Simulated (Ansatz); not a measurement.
# CH9AlSi2: a ladder of functionals and wavefunction methods

An exercise on one series of results from a longer session: the logs are not shown, and one member is left open.

Computed with Ansatz 0.2.0, Gaussian basis. Level: functionals in def2-TZVPP, the program's frozen cores in correlated methods.

Levels to be run: LDA (SPW92), PBE-D4, revPBE-D4, BLYP-D4, r2SCAN-D4, B97M-V, PBE0-D4, B3LYP-D4, r2SCANh-D4, r2SCAN0-D4, HSE06-D4, BHLYP-D4, CAM-B3LYP-D4, LC-ωPBE, ωB97X-V, ωB97M-V, B2PLYP, PBE-QIDH; CCSD(T)/def2-SVP; CCSD(T)/def2-TZVPP; MP2/def2-QZVPP; extrapolation to the limit; RPA on PBE.

## The geometry

An earlier PBE0-D4 in a triple-zeta def2 set relaxation fixed the geometry.

SMILES `C[SiH]([AlH2])[SiH3]`, 13 atoms, charge 0, spin multiplicity 1.

Atoms are counted from 1 here; the program's logs count them from 0.

Bond lengths: C1–Si2 1.889 Å, C1–H5 1.092 Å, C1–H6 1.092 Å, C1–H7 1.092 Å, Si2–Al3 2.449 Å, Si2–Si4 2.345 Å, Si2–H8 1.497 Å, Al3–H9 1.590 Å, Al3–H10 1.592 Å, Si4–H11 1.489 Å, Si4–H12 1.490 Å, Si4–H13 1.491 Å. Angles: Si2–C1–H5 110.6°, Si2–C1–H6 110.9°, Si2–C1–H7 110.9°, H5–C1–H6 107.9°, H5–C1–H7 108.2°, H6–C1–H7 108.2°, C1–Si2–Al3 115.0°, C1–Si2–Si4 109.7°, C1–Si2–H8 109.5°, Al3–Si2–Si4 107.4°, Al3–Si2–H8 109.4°, Si4–Si2–H8 105.5°, Si2–Al3–H9 120.3°, Si2–Al3–H10 121.1°, H9–Al3–H10 118.6°, Si2–Si4–H11 110.7°, Si2–Si4–H12 111.9°, Si2–Si4–H13 110.3° and more.

The first run:

in.yaml

```yaml
crystal:
  periodic: [false, false, false]
  atoms:
    - {symbol: C, position_ang: [-1.240427, 1.381187, -0.536761]}
    - {symbol: Si, position_ang: [-0.229914, 0.200293, 0.537498]}
    - {symbol: Al, position_ang: [2.133040, 0.795166, 0.786633]}
    - {symbol: Si, position_ang: [-0.316003, -1.961602, -0.366024]}
    - {symbol: H, position_ang: [-0.810152, 1.453799, -1.537855]}
    - {symbol: H, position_ang: [-1.255763, 2.383709, -0.104229]}
    - {symbol: H, position_ang: [-2.271588, 1.034761, -0.632502]}
    - {symbol: H, position_ang: [-0.861068, 0.092539, 1.890153]}
    - {symbol: H, position_ang: [3.026493, 0.082956, 1.892233]}
    - {symbol: H, position_ang: [2.820545, 1.855096, -0.181650]}
    - {symbol: H, position_ang: [0.400985, -2.926853, 0.512329]}
    - {symbol: H, position_ang: [-1.717807, -2.435666, -0.541073]}
    - {symbol: H, position_ang: [0.342061, -1.989986, -1.703751]}
basis:
  gaussian: {orbitals: def2-TZVPP}
hamiltonian: {xc: lda}
output: {orbitals: {seedname: orbitals}}
```

The run is started by

```bash
ansatz run in.yaml --threads 4 --pin off --events-out ev --progress --plain --max-ram 10444MiB
```

Steps of the session up to this table: LDA; PBE-D4 (GGA); revPBE-D4 (GGA); BLYP-D4 (GGA); r2SCAN-D4 (meta-GGA); B97M-V (meta-GGA); B3LYP-D4 (hybrid); r2SCANh-D4 (hybrid); r2SCAN0-D4 (hybrid); HSE06-D4 (hybrid); BHLYP-D4 (hybrid); CAM-B3LYP-D4 (range-separated); LC-ωPBE (range-separated); ωB97X-V (range-separated); ωB97M-V (range-separated); B2PLYP (double hybrid); PBE-QIDH (double hybrid).

One table of the session follows, with a row left open; its other results are not shown here.

It belongs to the step «Orbital energies across the functionals». 

```
  functional  HOMO (eV)  LUMO (eV)  gap (eV)
 LDA (SPW92)      -6.20      -3.03      3.17
      PBE-D4          ?          ?         ?
   revPBE-D4      -6.10      -2.71      3.39
     BLYP-D4      -5.99      -2.68      3.31
   r2SCAN-D4      -6.35      -2.58      3.77
      B97M-V      -6.46      -2.80      3.65
     PBE0-D4      -7.15      -2.08      5.07
    B3LYP-D4      -6.97      -2.26      4.71
  r2SCANh-D4      -6.72      -2.33      4.40
  r2SCAN0-D4      -7.28      -1.95      5.33
    HSE06-D4      -6.76      -2.44      4.32
    BHLYP-D4      -8.07      -1.29      6.77
CAM-B3LYP-D4      -8.37      -1.13      7.23
     LC-ωPBE      -9.63      -0.08      9.55
     ωB97X-V      -9.33      -0.20      9.12
     ωB97M-V      -9.08      -0.48      8.61
```

Estimate the missing values for PBE-D4.

The run gave: HOMO (eV): -6.13; LUMO (eV): -2.82; gap (eV): 3.32. In the column «HOMO (eV)» it lies between LDA (SPW92) (-6.20) and revPBE-D4 (-6.10).
